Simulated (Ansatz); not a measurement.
Crystal: SiF.

```
Si F
1.0
     3.02860    0.00000    0.00000
     0.00000    3.02860    0.00000
     0.00000    0.00000    3.02860
Si F
1 1
Direct
  0.50000 0.50000 0.50000
  0.00000 0.00000 0.00000
```

The cell was built by a generator and needn't be a form met in nature.

A run of Ansatz 0.2.0 on this cell left the log below. Logs are shortened: lines on timing, memory, paths and dates and some standing lists are left out, and cuts for length are marked.

```text
Warning: RAYON_NUM_THREADS=1 ignored (pool sized by the plan → 1); use --threads N
hamiltonian.pseudopotentials.datasets: crystal makes datasets for this crystal and solves the spheres of its atoms anew in each pass: cutoff 220.0 eV, the density's 880.0 eV; for an error of 0.50 meV an atom under PBE, 1.0 meV for the cell; an energy difference from a run of another recipe may be off by several times the error for the cell, under r2SCAN by more, where some 0.1 meV an atom stays at smaller errors; in a run that uses the all-electron wave functions in the spheres, carries its plane waves along with the cell (elastic.basis: deformed) or is on a recipe of such a run or, without exact exchange, of a hybrid, they include no finite-basis correction of the energy (for plane waves above the cutoff): energies differ from those of runs with it by up to 1.1 meV an atom at a dataset_error of 0.2 meV (4 under r2SCAN), and by more at a larger error or with an open f shell (one dataset_recipe, of a run without it, keeps both alike, but for a hybrid, which always has it); F in spheres of 1.360 Å, 7 of its electrons in bands; Si in spheres of 1.259 Å, 4 of its electrons in bands
Engine: ansatz 0.2.0, x86_64-unknown-linux-gnu
Pseudopotentials: kind: all_electron
Pseudopotential: Si, paw, valence charge 4, recommended cutoff 220 eV (normal), crystal/all_electron/pbesol/scalar/gaussian/Si, Koelling and Harmon's equation, gaussian nucleus
Pseudopotential: F, paw, valence charge 7, recommended cutoff 220 eV (normal), crystal/all_electron/pbesol/scalar/gaussian/F, Koelling and Harmon's equation, gaussian nucleus
Functional definition: PBEsol
  exchange = pbesol_x
  correlation = pbesol_c
Crystal: 2 atoms, lattice volume = 27.780 Å³
Basis set: ecut = 220 eV, 203 PW (Γ), exchange–correlation on 30×30×30 points (8 copies of the dense FFT grid, shifted against one another)
Bands: 10, of which v1, the nominal top of the filled ones, is band 6 counted from 1 (5 counted from 0)
Symmetry: 48 space group operations
k-points: 75 of 729 (irreducible under 8 space group operations, time reversal used)
Non-local potential: Si, projectors of the file, l = 0: 1, l = 1: 1
Non-local potential: F, projectors of the file, l = 0: 2, l = 1: 2
PAW form: soft (Blöchl's): semilocal exchange-correlation on the pseudo side does not see the compensation charge
PAW one-centre angular grid: Si, 110 points (default); XC on its mesh's 1971 points in the sphere
PAW one-centre angular grid: F, 110 points (default); XC on its mesh's 2031 points in the sphere
Initial wavefunctions: pseudopotential atomic-orbital guess
Functional: x = pbesol(κ = 0.804, μ = 0.12345679012345678), c = pbesol(β = 0.046)
iter 1 solved again at ethr=1.99e-2 eV; its pass at ethr=1.00e-1 eV (dr2=2.19e0 eV) is discarded
SCF iter   1: F=—  HF=-10587.402871 eV  |F-HF|=—  |Δ(HF+E_count)|=         —  Δρ=7.86e-2  dr2=2.19e0  ethr=1.99e-2  ⟨swp⟩=2.2  Hψ=4092  notcnv=0
preconditioner: auto → none  [metal: Δε(μ)=0.091 eV  Ē_g=12.394 eV  σ=0.050 eV  W_gap=0.38  n_scr=6 (ndim 8)  ℏωp=21.1 eV  f_vac=0.002  D(μ)=2.08/eV (n_scr^D=26)  sad-step TF]
iter 2 solved again at ethr=5.13e-4 eV; its pass at ethr=1.99e-2 eV (dr2=5.64e-2 eV) is discarded
[... 13 lines left out ...]
SCF converged after 10 iterations
Free energy (F): -10586.684615 eV
Harris-Foulkes:  -10586.684615 eV  (|F-HF|=1.82e-12)
Internal energy: -10586.666897 eV  (E = F + TS)
E sigma→0 (E₀):  -10586.675756 eV
Entropy (-TS):   -0.017718 eV (-8.859 meV/atom)
Past the cutoff: waves up to 1.5 times it would add -0.000088 eV an atom, which no energy here includes
By the cutoff:   a pressure is off by up to 0.010 GPa (6 times that energy over an atom's volume, and 0.004 GPa: a bound that held against runs at twice the plane waves)
Past the cutoffs: a stress includes -0.0007 GPa for waves and charges beyond them
In the spheres:  the bands' charges fall short by 2.4e-7 e at most (sound up to 1e-3)
Fermi energy:    7.809948 eV
--- Per-component energies (eV) ---
  E_band       = -9.597101
  E_kinetic    = 83.315405
  E_local      = -284.883153  (includes V_loc(G=0)·N_el)
  E_nonlocal   = -103.138453
  E_hartree    = 192.687488
  E_xc         = -52.688952
  E_vxc        = -67.733418  (∫ρ·V_xc dr)
  E_paw        = -10726.073954  (= ΣΔE_a)
  E_vpaw       = -871.834813  (= ΣTr[D̂ρ^β])
  E_ewald      = -545.187596
  E_smearing   = -0.017718  (= −TS)
  E_closure    = 849.302318  (closes the sum)
  Σ components = -10586.684615   (vs F -10586.684615, Δ=0.00e0)
  The terms above E_closure are by the made datasets' own strengths, without shells solved beside the bands.
--- Band table (eV; the first three rows and the last of 75) ---
  k-point 0: bands = ["-16.2124", "-1.1338", "2.5685", "2.5685", "2.5685", "12.9799", "12.9799", "12.9799", "13.5671", "13.5671"]
  k-point 1: bands = ["-16.1850", "-1.2211", "2.6056", "2.6056", "2.6546", "11.1611", "12.9692", "12.9692", "13.7286", "15.4804"]
  k-point 2: bands = ["-16.1147", "-1.4618", "2.7017", "2.7017", "2.9747", "9.2144", "12.9367", "12.9367", "14.1922", "17.6719"]
  k-point 74: bands = ["-15.6619", "1.5498", "1.6949", "1.6949", "4.4399", "7.0387", "7.0387", "7.7752", "16.7054", "16.9087"]
--- Phonons (Γ-DFPT): 2 representative perturbations + reference, on 75 of 729 k-points (Σ response iterations 20) ---
  k mesh reduced under 8 symmetry operations, with k and −k counted as one. Each operation leaves every solved perturbation unchanged. A smaller set is not used because it would not reduce the number of displacements times k-points to solve
  ASR residual: 4.676e-5 → 0.000e0 eV/Å²; symmetrization residual: 1.968e-5 eV/Å²
  ASR residual per site (eV/Å²): 4.68e-5 1.11e-5
  Γ frequencies (cm⁻¹): -139.99 -139.99 -139.99 0.00 0.00 0.00
  non-analytic LO–TO correction: not included (Born effective charges unavailable; polar crystals: no LO–TO splitting at Γ)
```

Problem. What input gives this log?

Solution. Phonons with PBEsol, no spin polarisation. The files as run (others can give the same):

input.yaml
```yaml
crystal:
  lattice:
    - [3.0286, 0.0, 0.0]
    - [0.0, 3.0286, 0.0]
    - [0.0, 0.0, 3.0286]
  atoms:
    - { symbol: Si, position: [0.5, 0.5, 0.5] }
    - { symbol: F, position: [0.0, 0.0, 0.0] }
kpoints:
  mp_grid: { grid: [9, 9, 9] }
scf:
  occupations: { method: fermi_dirac, width: 0.05 }
hamiltonian:
  xc: pbesol
  pseudopotentials: { kind: all_electron, datasets: crystal }
output: {}
phonons:
  method: dfpt
```

Potentials or basis: all-electron PAW datasets made for the crystal.
Command:
```bash
$ ansatz run input.yaml --threads 1 --pin off --max-ram 3072MiB --backend cpu --events-out ev --progress --plain --runs-dir out
```

Caveat: a metal's response needs a denser mesh; some modes are imaginary; the program warned that the printed levels may be off, so bands, gaps and densities of states are rough; an odd number of electrons without spin polarisation forces a metal; a magnetic or distorted state may lie lower.
